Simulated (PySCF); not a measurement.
# SnCl₃⁻: singlet, from a T-shaped start

The task is one start of a wider search on SnCl₃⁻: the singlet, from a T-shaped start. It is relaxed, tested by its Hessian and followed downhill if it is a saddle.

Computed with PySCF 2.14.0. Level: PBE, basis Sn def2-SVPD with ECP28, Cl def2-SVPD, scalar-relativistic core potentials, no spin–orbit coupling, density fitting.

### 1 Starting geometry

4 atoms, charge -1, spin multiplicity 1.

Bond lengths: Sn1–Cl2 2.390 Å, Sn1–Cl3 2.390 Å, Sn1–Cl4 2.390 Å. Angles: Cl2–Sn1–Cl3 88.0°, Cl2–Sn1–Cl4 88.0°, Cl3–Sn1–Cl4 176.0°.

Z-matrix (Å, degrees; charge -1 multiplicity 1):
```
Sn
Cl 1 2.3900
Cl 1 2.3900 2 88.00
Cl 1 2.3900 2 88.00 3 180.00
```

### 2 T-shaped start, singlet: relaxation

The steps below are one call of a driver around PySCF. For each, scf.py gives the equivalent set-up of the SCF; relaxations use the driver's own optimiser. Before each start the driver seeks the lowest SCF state from one or more starting densities and follows internal instabilities, so scf.py alone need not reach the same state.

The program finds C2v symmetry in the start, which this walk keeps. Threshold on the gradient: 0.0003 Eh/bohr, with a further test on the energy change.

File scf.py:

```python
from pyscf import gto, scf, dft
mol = gto.M(atom='''
Sn     0.000000     0.000000    -0.397709
Cl     0.000000     0.000000     1.992291
Cl     2.388500    -0.000000    -0.314309
Cl    -2.388500     0.000000    -0.314309''',
    basis={'Sn': 'def2-SVPD', 'Cl': 'def2-SVPD'},
    ecp={'Sn': 'def2-SVPD'},
    charge=-1, spin=0)
mf = dft.RKS(mol, xc='PBE')
mf.grids.atom_grid = (50, 194)
aux = {'Sn': 'def2-universal-JKFIT', 'Cl': 'def2-universal-JKFIT'}
mf = mf.density_fit(auxbasis=aux)
mf.kernel()
```

Further steps of the session: Is it a minimum? Harmonic modes; Downhill along the imaginary mode; Is it a minimum? Harmonic modes.

What does the calculation give? Wanted: minimum; geometry; wavenumbers; dipole moment; highest occupied, lowest empty level; polar-tensor charge of Sn1; zero-point energy.

As calculated:

| quantity | value |
| --- | --- |
| minimum | singlet, C3v |
| geometry | Sn–Cl 2.545 Å (×3); Cl–Sn–Cl 99.1° (×3) |
| wavenumbers (cm⁻¹) | 81 (e), 99 (a1), 254 (e), 279 (a1) |
| dipole moment (centre of mass) | 4.08 D |
| highest occupied, lowest empty level | -2.07, 2.12 eV |
| polar-tensor charge of Sn1 | +1.27 e |
| zero-point energy | 6.3 kJ/mol |
| entropy at 298.15 K | 358.0 J/(mol K) |

In words: The T-shaped start (C2v) ends in a minimum of C3v symmetry, after a stop at a second-order saddle point 65.1 kJ/mol higher, from which it was pushed off along an imaginary mode. The strongest infrared band lies at 254 cm⁻¹ (e, stretch). Other starts or spin states, not run here, may lie lower. Take wavenumbers under 90 cm⁻¹ as rough.
